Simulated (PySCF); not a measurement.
# C3H6N2SSi: the cost of one run

The runs use PySCF 2.14.0, with density-fitted response routines of our own; the level of theory stands in each step. All values are computed, except where a source is named. Atoms count from 0, in the outputs and in this text.

## Step 1: The molecule as given

13 atoms, charge 0, multiplicity 1; geometry from: GFN2-xTB.

Bonds of the start (Å): Si0–N1 1.73, N1–C2 1.37, C2–C3 1.42, C3–N4 1.30, N4–S5 1.63, S5–C6 1.72, C6–C2 1.37, Si0–H7 1.46, Si0–H8 1.46, Si0–H9 1.46, N1–H10 1.01, C3–H11 1.08, C6–H12 1.07.

## Step 2: Geometry optimisation at PBE0-D3(BJ)/def2-SVP

The job: settings as JSON, then the geometry in Å.

```
{"job": {"xc": "PBE0", "basis": "def2-SVP", "d3": "d3bj", "grid": 1, "kind": "geom"}, "charge": 0, "multiplicity": 1}
Si     2.027468     0.628028     0.090984
N      0.784944    -0.499619    -0.336311
C     -0.564296    -0.364309    -0.121339
C     -1.179257     0.751514     0.504458
N     -2.476453     0.705457     0.622711
S     -3.076043    -0.674909    -0.003645
C     -1.535713    -1.270815    -0.469289
H      2.030855     0.835658     1.540803
H      3.237692    -0.041211    -0.376947
H      1.802525     1.902491    -0.595313
H      1.024753    -1.363239    -0.796531
H     -0.650657     1.610661     0.877491
H     -1.430206    -2.219221    -0.954801
```

Started as:

```console
> OMP_NUM_THREADS=1 python probes_run.py task.json out
```

One launch serves the whole session: the jobs run in the order shown.

Q: Estimate the wall time and peak memory of this first job on 1 thread of Arm Neoverse V1, shared host.

About 37 s, with a peak of 0.53 GiB.
